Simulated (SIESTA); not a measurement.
Write the native input for SIESTA 5.4.2 that does the following.

| Property | Result |
| --- | --- |
| Task | band structure |
| Functional | PBEsol |
| Potentials or basis | PseudoDojo 0.4 standard (PBEsol files) |
| Basis | DZP (energy shift 0.003 Ry; two zetas on semicore shells) |
| Grid cutoff | 500 Ry |
| Energy shift | 0.003 Ry |
| k mesh | 6 × 6 × 6 |
| Occupations | fermi-dirac, width 0.05 eV |
| Spin | no spin polarisation |

The system is Sn3Te.

```
Te Sn
1.0
     4.86562    0.00000    0.00000
     0.00000    4.86562    0.00000
     0.00000    0.00000    4.86562
Te Sn
1 3
Direct
  0.00000 0.00000 0.00000
  0.00000 0.50000 0.50000
  0.50000 0.00000 0.50000
  0.50000 0.50000 0.00000
```

The cell comes from a database or a generator and needn't be the stable form of this composition.

These files were run (other wordings do the same):

Sn3Te.fdf

```
SystemName                      Sn3Te
SystemLabel                     Sn3Te
NumberOfSpecies                 2
NumberOfAtoms                   4
%block ChemicalSpeciesLabel
  1  52 Te
  2  50 Sn
%endblock ChemicalSpeciesLabel

LatticeConstant                 1.0 Ang
%block LatticeVectors
     4.8656220000     0.0000000000     0.0000000000
     0.0000000000     4.8656220000     0.0000000000
     0.0000000000     0.0000000000     4.8656220000
%endblock LatticeVectors
AtomicCoordinatesFormat         Fractional
%block AtomicCoordinatesAndAtomicSpecies
     0.0000000000     0.0000000000     0.0000000000  1  Te
     0.0000000000     0.5000000000     0.5000000000  2  Sn
     0.5000000000     0.0000000000     0.5000000000  2  Sn
     0.5000000000     0.5000000000     0.0000000000  2  Sn
%endblock AtomicCoordinatesAndAtomicSpecies

%block kgrid.MonkhorstPack
    6   0   0  0.0
    0   6   0  0.0
    0   0   6  0.0
%endblock kgrid.MonkhorstPack
XC.Functional                   GGA
XC.Authors                      PBEsol
PAO.BasisSize                   DZP
PAO.EnergyShift                 0.003 Ry
Mesh.Cutoff                     500 Ry
OccupationFunction              FD
ElectronicTemperature           0.05 eV
MaxSCFIterations                120
SCF.MustConverge                false
SCF.Mixer.Method                Pulay
SCF.Mixer.Weight                0.25
SCF.Mixer.History               8
SCF.DM.Tolerance                5.0e-05
SCF.H.Tolerance                 1.0e-03 eV
WriteForces                     true
Charge.Mulliken                 end
BandLinesScale                  ReciprocalLatticeVectors
%block BandLines
    1    0.000000   0.000000   0.000000  \Gamma
   11    0.000000   0.500000   0.000000  X
   11    0.500000   0.500000   0.000000  M
   15    0.000000   0.000000   0.000000  \Gamma
   18    0.500000   0.500000   0.500000  R
   15    0.000000   0.500000   0.000000  X
    1    0.500000   0.500000   0.000000  M
   11    0.500000   0.500000   0.500000  R
%endblock BandLines
%block PAO.Basis
  Te 4
  n=5 0 2
    5.613 0.000
  n=5 1 2
    7.253 0.000
  n=4 2 2
    3.260 0.000
  n=5 2 1
    7.253
  Sn 4
  n=5 0 2
    6.406 0.000
  n=5 1 2
    8.599 0.000
  n=4 2 2
    3.767 0.000
  n=5 2 1
    8.599
%endblock PAO.Basis
```

Potentials or basis: PseudoDojo 0.4 standard (PBEsol files), DZP (energy shift 0.003 Ry; two zetas on semicore shells).

Command:

```sh
$ siesta < Sn3Te.fdf > Sn3Te.out 2>&1
```

Results of the run:

The pressure is -1.4 GPa. The band gap on the k mesh is none (metal or under the smearing width).

Caveat: spin-orbit coupling is left out, which moves the levels of the heavy elements; the basis of atomic orbitals isn't converged, which shifts pressures, moduli and gaps.

It took 66 s on 1 thread of Arm Neoverse V2 (shared host), peak memory 0.43 GiB.
